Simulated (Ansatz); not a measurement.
# CH6AlBSi: small, medium and large basis sets

Aim: see how fast density functionals converge with the basis set for CH6AlBSi.

Method: one geometry, several basis sets; program: Ansatz 0.2.0, Gaussian basis.

Levels to be run: PBE0-D4/def2-SVP; ωB97M-V/def2-SVP; PBE0-D4/def2-QZVPP; ωB97M-V/def2-QZVPP; the functionals' def2-TZVPP values are taken from earlier runs.

### Step 1. The relaxed structure

An earlier PBE0-D4 in a triple-zeta def2 set relaxation fixed the geometry.

SMILES `[BH]1C[SiH2][AlH]1`, 10 atoms, charge 0, spin multiplicity 1.

Atoms are counted from 1 here; the program's logs count them from 0.

Bond lengths: B1–C2 1.533 Å, B1–Al4 1.976 Å, B1–H5 1.231 Å, C2–Si3 1.936 Å, C2–H6 1.088 Å, C2–H7 1.087 Å, Si3–Al4 2.522 Å, Si3–H8 1.488 Å, Si3–H9 1.483 Å, Al4–H10 1.577 Å. Angles: C2–B1–Al4 129.8°, C2–B1–H5 117.2°, Al4–B1–H5 88.9°, B1–C2–Si3 76.8°, B1–C2–H6 118.7°, B1–C2–H7 120.0°, Si3–C2–H6 113.0°, Si3–C2–H7 109.9°, H6–C2–H7 112.6°, C2–Si3–Al4 90.2°, C2–Si3–H8 107.3°, C2–Si3–H9 113.2°, Al4–Si3–H8 101.7°, Al4–Si3–H9 129.3°, H8–Si3–H9 112.0°, B1–Al4–Si3 56.3°, B1–Al4–H10 158.4°, Si3–Al4–H10 138.9°.

### Step 2. PBE0-D4 in def2-SVP

in.yaml

```yaml
crystal:
  periodic: [false, false, false]
  atoms:
    - {symbol: B, position_ang: [0.422100, 1.041840, 0.132568]}
    - {symbol: C, position_ang: [0.820344, -0.048254, 1.134099]}
    - {symbol: Si, position_ang: [-0.443790, -0.949034, -0.022086]}
    - {symbol: Al, position_ang: [-0.186038, 0.878587, -1.740346]}
    - {symbol: H, position_ang: [-0.594170, 1.690700, 0.380315]}
    - {symbol: H, position_ang: [0.472522, 0.033820, 2.161836]}
    - {symbol: H, position_ang: [1.794509, -0.524548, 1.059178]}
    - {symbol: H, position_ang: [0.276830, -2.078266, -0.670380]}
    - {symbol: H, position_ang: [-1.663401, -1.404660, 0.688841]}
    - {symbol: H, position_ang: [-0.815809, 1.308615, -3.121026]}
basis:
  gaussian: {orbitals: def2-SVP}
hamiltonian: {xc: pbe0, dispersion: d4}
output: {orbitals: {seedname: orbitals}}
```

The run is started by

```
> ansatz run in.yaml --threads 2 --pin off --events-out ev --progress --plain --max-ram 4352MiB
```

Further steps of the session: ωB97M-V in def2-SVP; PBE0-D4 in def2-QZVPP; ωB97M-V in def2-QZVPP.

Before running them: what should the planned runs give, taken together? Wanted: PBE0-D4: double and triple zeta above quadruple; ωB97M-V: double and triple zeta above quadruple.

As calculated:

| quantity | value |
| --- | --- |
| PBE0-D4: double and triple zeta above quadruple | 7.53, 0.56 eV |
| ωB97M-V: double and triple zeta above quadruple | 7.63, 0.54 eV |

In words: PBE0-D4 gains 6.96 eV from double to triple zeta, then 0.56 eV more. These are total energies; as a rule much of such shifts cancels in differences, which this series doesn't test.
